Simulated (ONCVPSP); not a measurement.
# Boron: generating and testing an ONCV potential

Task: generate the file, and judge it by its errors in other configurations, its logarithmic derivatives, its ghosts and its cutoff.

The numbers are computed with ONCVPSP 4.0.1 (PBEsol, scalar-relativistic, spin-unpolarised reference atom).

## 1. Settings

The settings as typed:

- element: boron (B, Z = 5)
- type: optimised norm-conserving Vanderbilt (ONCV)
- frozen core: [He]
- valence charge: 3
- reference configuration: 2s2 (charge +1)
- partial waves: 2s: rc 1.60 bohr, ncon 4, nbas 8, qcut 3.3 1/bohr, 1 projector; p scattering state at 0.16 Ha: rc 1.45 bohr, ncon 3, nbas 6, qcut 6.4 1/bohr, 3 projectors, debl 4 Ha
- local potential: polynomial inside 1.05 bohr (lpopt 4, dvloc0 4 Ha)
- core correction: not asked for

An earlier all-electron run gives the scale for the radii.

All-electron outer shells of the reference configuration (PBEsol, scalar-relativistic, ld1.x):

| shell | level (eV) | outermost node (bohr) | outermost maximum (bohr) |
| --- | --- | --- | --- |
| 1s | -192.53 | – | 0.21 |
| 2s | -19.38 | 0.46 | 1.46 |
| 2p | -13.25 | – | 1.41 |

## 2. Generation

Input file B.dat:

```
# ATOM AND REFERENCE CONFIGURATION
# atsym  z   nc   nv     iexc    psfile
  B 5.00    1    1  -116133      upf
#
#   n    l    f
    1    0    2.00
    2    0    2.00
#
# PSEUDOPOTENTIAL AND OPTIMIZATION
# lmax
    1
#
#   l,   rc,      ep,       ncon, nbas, qcut
    0    1.60    0.00    4    8    3.30
    1    1.45    0.16    3    6    6.40
#
# LOCAL POTENTIAL
# lloc, lpopt,  rc(5),   dvloc0
    4    4    1.05    4.00
#
# VANDERBILT-KLEINMAN-BYLANDER PROJECTORs
# l, nproj, debl
    0    1    3.30
    1    3    4.00
#
# MODEL CORE CHARGE
# icmod, fcfact, rcfact
    0    0.00    0.00
#
# LOG DERIVATIVE ANALYSIS
# epsh1, epsh2, depsh
   -2.00    5.00    0.02
#
# OUTPUT GRID
# rlmax, drl
    6.00    0.01
#
# TEST CONFIGURATIONS
# ncnf
    4
# nvcnf
#   n    l    f
    2
    2    0    2.00
    2    1    1.00
#
    1
    2    0    1.00
#
    2
    2    0    2.00
    2    1    0.50
#
    2
    2    0    1.00
    2    1    2.00
#
```

Command:

```bash
$ oncvpsp.x < B.dat > B.out
```

Before running it: what results should come out? Wanted: cutoffs for 1 and 0.1 mHa per electron, occupied waves; bound ghosts; GHOST(+) flags; largest test error; largest phase difference near zero energy, channels read; projector energies reset by the program.

**Answer**, as computed:

| quantity | value |
| --- | --- |
| cutoffs for 1 and 0.1 mHa per electron, occupied waves | 31 Ha and 64 Ha |
| bound ghosts | none found |
| GHOST(+) flags | none at low energy |
| largest test error (AE − PS) | +51 meV, for 2s1 2p2 |
| largest phase difference near zero energy, channels read | 0.010 rad |
| projector energies reset by the program | p: 0.050, 4.050, 8.050 Ha |

What this shows: The worst unpolarised test, 2s1 2p2, is off by 51 meV on 2.3 eV; by total energies transferability rates as fair. It counts as of middling hardness, with 31 Ha needed at the looser tolerance. The program's ghost test flags no bound state. Near zero energy the phases of the channels with partial waves agree within 0.010 rad.
